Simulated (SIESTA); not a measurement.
# NiMoIrPdW under changes of volume

One of the cells (14.348 Å³/atom); the others are scaled copies at fixed shape and fractional positions:

```xyz
10
Lattice="2.7523 0.0000 0.0000 -1.3761 2.3835 0.0000 0.0000 0.0000 21.8718" Properties=species:S:1:pos:R:3 pbc="T T T"
Ni    0.0000    1.5890   18.6088
Ni    1.3761    0.7945    3.2631
Mo    1.3761    0.7945   16.6355
Mo    0.0000    1.5890    5.2363
Pd    0.0000    1.5890    1.1655
Pd    1.3761    0.7945   20.7063
Ir    0.0000    1.5890   14.3976
Ir    1.3761    0.7945    7.4743
W     0.0000    1.5890    9.7150
W     1.3761    0.7945   12.1568
```

The cell was built by a generator and needn't be a form met in nature.

* Program: SIESTA 5.4.2
* Functional: PBE
* Potentials or basis: PseudoDojo 0.4 standard (PBE files)
* Basis: DZP (energy shift 0.003 Ry; two zetas on semicore shells)
* Grid cutoff: 800 Ry
* Energy shift: 0.003 Ry
* k mesh: 11 × 11 × 2
* Occupations: fermi-dirac, width 0.05 eV
* Spin: collinear spin, ferromagnetic start
* Starting moments: [1.0, 1.0, 1.0, 1.0, 0.0, 0.0, 0.6, 0.6, 0.0, 0.0] μB

```tsv
volume (Å³/atom)	energy over the lowest point (meV/atom)	pressure (GPa)	largest force (eV/Å)
13.762	60.06	21.5	0.454
14.055	27.58	14.4	0.378
14.348	?	?	?
14.934	0.00	-2.9	0.114
15.227	9.72	-7.6	0.175
```

What does the run at 14.348 Å³/atom give?

Energy over the lowest point 7.60 meV/atom; pressure 7.7 GPa; largest force 0.298 eV/Å.

Worked out: A Birch-Murnaghan fit of order 2 (a polynomial in V^(-2/3)) to the other rows has its minimum at 14.76 Å³/atom with B0 = V·E''(V) = 264 GPa at fixed shape and positions, which overstates the stiffness. It gives 7.76 meV/atom at 14.348 Å³/atom, against the run's 7.60, and -dE/dV = 7.8 GPa, against 7.7.

Energies are extrapolated to zero smearing.

Caveats: short orbitals over semicore shells can move pressures by several GPa; the basis of atomic orbitals isn't converged, which shifts pressures, moduli and gaps.
